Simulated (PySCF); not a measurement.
# CH6AsNOSi: the cost of one run

Computed with PySCF 2.14.0, with density-fitted response routines of our own, on a single molecule in the gas phase. Atoms are numbered from 0 throughout.

## 1. The starting structure

11 atoms, charge 0, multiplicity 1; geometry from: GFN2-xTB.

Bonds of the start (Å): N0–C1 1.34, C1–O2 1.22, C1–Si3 1.92, Si3–As4 2.31, N0–H5 1.00, N0–H6 1.01, Si3–H7 1.48, Si3–H8 1.48, As4–H9 1.51, As4–H10 1.49.

## 2. Excited states and response: PBE0/def2-SVPD

Job settings and geometry (Å):

```
{"job": {"kind": "uv", "xc": "PBE0", "basis": "def2-SVPD", "nstates": 8, "ntriplets": 3}, "charge": 0, "multiplicity": 1}
N     -2.113936    -0.496296     0.009305
C     -0.812889    -0.561309    -0.323602
O     -0.358537    -1.502154    -0.958831
Si     0.407372     0.833334     0.190661
As     2.278750    -0.136636    -0.750617
H     -2.481102     0.284573     0.520978
H     -2.746553    -1.231454    -0.273440
H     -0.074600     2.087488    -0.418452
H      0.253170     1.035642     1.644211
H      3.243515     0.789685    -0.050268
H      2.410235    -1.100203     0.384092
```

Method: TDDFT PBE0/def2-SVPD, vertical, gas phase, core orbitals frozen in the response.

On the command line:

```console
OMP_NUM_THREADS=1 python probes_run.py task.json out
```

The driver reads the jobs from task.json and runs them one after another.

**Question.** How long does this first job take on 1 thread of Intel Xeon at 2.50GHz, shared host, and how much memory does it need?

About 41 s, with a peak of 0.68 GiB.
